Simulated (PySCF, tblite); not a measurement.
# C3H6BrFO: magnetic properties

Wanted: magnetic properties for C3H6BrFO (`OCC[C@@H](F)Br`).

Computed with tblite 0.8.0 and PySCF 2.14.0 and routines of our own; the level stands in each step. Atoms count from 0.

## 1. The starting structure

12 atoms, charge 0, multiplicity 1; geometry from: force field or distance geometry start.

## 2. Relaxing the molecule with GFN2-xTB, one coordinate held

Job settings and geometry (Å):

```
{"job": {"kind": "relax", "xc": "GFN2-xTB", "basis": "xTB"}, "charge": 0, "multiplicity": 1}
O     -2.052600    -0.018400     0.797400
C     -0.945200     0.382600     0.003800
C      0.235100    -0.544400     0.351100
C      1.466800    -0.238900    -0.476500
F      2.360900    -1.259600    -0.323100
Br     1.046200     0.014300    -2.351000
H     -2.797100     0.576600     0.554500
H     -0.709400     1.427500     0.250000
H     -1.209900     0.295000    -1.041900
H      0.434200    -0.501300     1.427700
H     -0.094400    -1.573800     0.144300
H      1.941100     0.676300    -0.133100
```

The run is started by

```
$ OMP_NUM_THREADS=1 python excited_run.py task.json out
```

The driver reads the jobs from task.json and runs them one after another.

Standard output:

```text
step      E/eV     max force
  0    -608.11748    1.033
  1    -608.15702    0.639
  2    -608.16844    0.577
  3    -608.17559    0.515
  4    -608.17831    0.525
  5    -608.18220    0.496
  6    -608.18489    0.433
  7    -608.18669    0.372
  8    -608.18791    0.336
  9    -608.18918    0.309
 10    -608.19041    0.295
 11    -608.19142    0.269
 12    -608.19215    0.247
 13    -608.19276    0.219
 14    -608.19337    0.186
 15    -608.19393    0.161
 16    -608.19438    0.155
 17    -608.19471    0.173
 18    -608.19504    0.184
 19    -608.19546    0.201
 20    -608.19598    0.218
 21    -608.19644    0.222
 22    -608.19672    0.213
 23    -608.19689    0.205
 24    -608.19702    0.203
 25    -608.19714    0.208
 26    -608.19726    0.218
 27    -608.19737    0.228
 28    -608.19751    0.237
 29    -608.19773    0.238
 30    -608.19799    0.230
 31    -608.19827    0.215
 32    -608.19858    0.200
 33    -608.19899    0.188
 34    -608.19956    0.195
 35    -608.20022    0.209
 36    -608.20079    0.234
 37    -608.20117    0.249
 38    -608.20142    0.249
 39    -608.20160    0.235
 40    -608.20173    0.216
 41    -608.20182    0.198
 42    -608.20192    0.183
 43    -608.20200    0.179
 44    -608.20205    0.181
 45    -608.20210    0.188
 46    -608.20217    0.191
 47    -608.20226    0.185
 48    -608.20232    0.172
 49    -608.20236    0.159
 50    -608.20239    0.152
 51    -608.20243    0.150
 52    -608.20248    0.158
 53    -608.20251    0.171
 54    -608.20253    0.183
 55    -608.20256    0.190
 56    -608.20260    0.192
 57    -608.20262    0.185
 58    -608.20263    0.176
```

Wall time 0.3 s (1 thread of Arm Neoverse V2, shared host).

One coordinate is held by a constraint (a dihedral, as typed in the start), so the force along it need not vanish.

The steps of the relaxation: (not every step is listed)

| step | energy from step 0 (eV) | largest force (eV/Å) |
| --- | --- | --- |
| 0 | 0.0000 | 1.0332 |
| 1 | -0.0395 | 0.6388 |
| 2 | -0.0510 | 0.5774 |
| 3 | -0.0581 | 0.5153 |
| 4 | -0.0608 | 0.5254 |
| 5 | -0.0647 | 0.4962 |
| 6 | -0.0674 | 0.4335 |
| 7 | -0.0692 | 0.3724 |
| 8 | -0.0704 | 0.3362 |
| 12 | -0.0747 | 0.2470 |
| 16 | -0.0769 | 0.1549 |
| 20 | -0.0785 | 0.2179 |
| 24 | -0.0795 | 0.2028 |
| 28 | -0.0800 | 0.2365 |
| 32 | -0.0811 | 0.1999 |
| 36 | -0.0833 | 0.2338 |
| 40 | -0.0842 | 0.2156 |
| 44 | -0.0846 | 0.1810 |
| 48 | -0.0848 | 0.1717 |
| 52 | -0.0850 | 0.1578 |
| 53 | -0.0850 | 0.1713 |
| 54 | -0.0851 | 0.1826 |
| 55 | -0.0851 | 0.1903 |
| 56 | -0.0851 | 0.1923 |
| 57 | -0.0851 | 0.1847 |
| 58 | -0.0851 | 0.1758 |

Distances of close pairs at the start and the end, largest changes first:

| bond | before (Å) | after (Å) | change (Å) |
| --- | --- | --- | --- |
| C3–Br5 | 1.938 | 1.968 | +0.031 |
| O0–H6 | 0.984 | 0.962 | -0.021 |
| C1–H8 | 1.082 | 1.097 | +0.015 |
| C3–F4 | 1.366 | 1.352 | -0.013 |
| C1–C2 | 1.540 | 1.528 | -0.013 |
| O0–C1 | 1.420 | 1.407 | -0.013 |
| C3–H11 | 1.086 | 1.096 | +0.010 |
| C2–H10 | 1.100 | 1.093 | -0.008 |

The next job starts from the end point, and lists it.

## 3. Magnetic properties: GIAO CAM-B3LYP/pcSseg-1

Job settings and geometry (Å):

```
{"job": {"kind": "mag", "xc": "CAM-B3LYP", "basis": "pcSseg-1", "isotopologues": 0}, "charge": 0, "multiplicity": 1}
O     -1.994149     0.099012     0.919996
C     -0.983976     0.344973    -0.028730
C      0.188714    -0.573791     0.309683
C      1.468925    -0.226950    -0.421301
F      2.355329    -1.244461    -0.336323
Br     1.175106     0.137937    -2.333077
H     -2.775961     0.612147     0.692612
H     -0.658719     1.396628     0.016519
H     -1.344082     0.137481    -1.044420
H      0.376815    -0.516282     1.384306
H     -0.089286    -1.604173     0.074089
H      1.957084     0.673218    -0.030149
```

Level: GIAO CAM-B3LYP/pcSseg-1 magnetisability, rotational g tensor and spin-rotation constants, non-relativistic, gas phase.

Standard output:

```text
coarse grid: 48184 points
cycle   1  E = -2866.7132340394  dE = -4.249e-01  |g| = 1.080e+00  |ddm| = 2.960e+00
cycle   2  E = -2866.6517936365  dE =  6.144e-02  |g| = 1.128e+00  |ddm| = 1.297e+00
cycle   3  E = -2866.8507061918  dE = -1.989e-01  |g| = 1.760e-01  |ddm| = 8.258e-01
cycle   4  E = -2866.8550087652  dE = -4.303e-03  |g| = 4.008e-02  |ddm| = 1.021e-01
cycle   5  E = -2866.8551790023  dE = -1.702e-04  |g| = 1.004e-02  |ddm| = 2.889e-02
cycle   6  E = -2866.8551959927  dE = -1.699e-05  |g| = 3.435e-03  |ddm| = 9.176e-03
cycle   7  E = -2866.8551978446  dE = -1.852e-06  |g| = 7.958e-04  |ddm| = 3.218e-03
final grid: 101744 points
cycle   8  E = -2866.8551729897  dE = -6.945e-08  |g| = 8.432e-04  |ddm| = 1.617e-03
cycle   9  E = -2866.8551729660  dE =  2.371e-08  |g| = 9.644e-04  |ddm| = 1.083e-03
cycle  10  E = -2866.8551731046  dE = -1.386e-07  |g| = 6.829e-05  |ddm| = 5.549e-04
cycle  11  E = -2866.8551731055  dE = -8.531e-10  |g| = 1.505e-05  |ddm| = 6.567e-05
converged SCF energy = -2866.8551731055

Magnetisability tensor (1e-30 J/T^2)
    -1207.20       34.62       39.32
       34.62    -1162.77       31.04
       39.32       31.04    -1287.94
isotropic -1219.30   principal values   -1305.88  -1221.98  -1130.05
isotropic susceptibility -73.428 1e-6 cm^3/mol

Inertial axes            a          b          c
rot. const./GHz      3.3440     1.2576     0.9428
chi total           -77.497    -74.539    -68.249
chi diamagnetic    -418.717   -978.479  -1254.633
chi paramagnetic    341.220    903.941   1186.384
quadrupole/D A       -3.854      2.056      1.797
g nuclear            0.5266     0.5267     0.5172
g electronic        -0.5361    -0.5341    -0.5255
g total             -0.0095    -0.0074    -0.0083

Spin-rotation constants (kHz, H = +C I.J)
atom  isotope        aa         bb         cc
  4    19F        2.531      0.849      1.088
  5   79Br        5.570      1.286      2.321
  6     1H       -0.326     -0.036     -0.118
  7     1H       -0.369     -0.104      0.035
  8     1H       -0.284     -0.017     -0.044
  9     1H       -0.196     -0.037     -0.091
 10     1H       -0.363     -0.138      0.038
 11     1H       -0.307     -0.127      0.076
  0    17O*      -0.309     -0.039     -0.085
  1    13C*       0.521      0.313      0.229
  2    13C*       0.532      0.234      0.198
  3    13C*       0.943      0.311      0.309
* in the singly substituted isotopologue
```

Wall time 23 s (1 thread of Arm Neoverse V2, shared host); peak memory 0.91 GiB.

From this job:

| quantity | value |
| --- | --- |
| magnetisability | -1219·10⁻³⁰ J/T² |
| molar susceptibility | -73.4·10⁻⁶ cm³/mol |
| rotational g (a, b, c) | -0.0095, -0.0074, -0.0083 |

## 4. Summary of results

| quantity | value |
| --- | --- |
| magnetisability (step 3, GIAO CAM-B3LYP/pcSseg-1) | -1219·10⁻³⁰ J/T² |
| molar susceptibility (step 3, GIAO CAM-B3LYP/pcSseg-1) | -73.4·10⁻⁶ cm³/mol |
| rotational g (a, b, c) (step 3, GIAO CAM-B3LYP/pcSseg-1) | -0.0095, -0.0074, -0.0083 |

What this shows: Steps that list no spin-orbit terms leave them out, which matters at and beside the heavy atoms. Vibrational averaging and real surroundings are missing from these values.
